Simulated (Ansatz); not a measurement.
CuSn3:

```
Sn Cu
1.0
    -2.23990    2.23990    4.87070
     2.23990   -2.23990    4.87070
     2.23990    2.23990   -4.87070
Sn Cu
3 1
Direct
  0.50000 0.50000 0.00000
  0.25000 0.75000 0.50000
  0.75000 0.25000 0.50000
  0.00000 0.00000 0.00000
```

The cell comes from a database or a generator and needn't be the stable form of this composition.

```yaml
Program: Ansatz 0.2.0
Task: single point
Functional: PBEsol
Potentials_or_basis: Ansatz PAW
Cutoff: "420 eV (not typed: the program's choice for these potentials)"
k_mesh: 8 × 8 × 8
Occupations: fermi-dirac, width 0.05 eV
Spin: no spin polarisation
```

On this cell: pressure -4.1 GPa; largest force under 0.003 eV/Å; band gap on the k mesh none (metal or under the smearing width).

The same run follows on a disturbed copy (atoms moved at random, drawn with an rms of 0.05 Å):

```
CELL_PARAMETERS angstrom
-2.23990 2.23990 4.87070
2.23990 -2.23990 4.87070
2.23990 2.23990 -4.87070
ATOMIC_POSITIONS crystal
Sn 0.51647 0.50663 0.02347
Sn 0.25575 0.74406 0.49761
Sn 0.75240 0.24534 0.49534
Cu 0.01581 0.99830 0.00891
```

Problem. What changes?

Solution. The energy (extrapolated to zero smearing) moves by +0.7 meV/atom; pressure -4.1 GPa; largest force 0.082 eV/Å; band gap on the k mesh none (metal or under the smearing width).

Forces on the atoms (eV/Å):
```
Sn  -0.045 -0.051  0.047
Sn   0.035 -0.024 -0.028
Sn   0.008  0.047 -0.028
Cu   0.001  0.028  0.009
```

Stress tensor (GPa, compression positive):
```
-3.97 -0.01 -0.04
-0.01 -3.97 -0.09
-0.04 -0.09 -4.26
```

Caveats: the PAW data sets come from PBE, with cores solved anew for the run's functional, which leaves a small shift of forces and pressure.
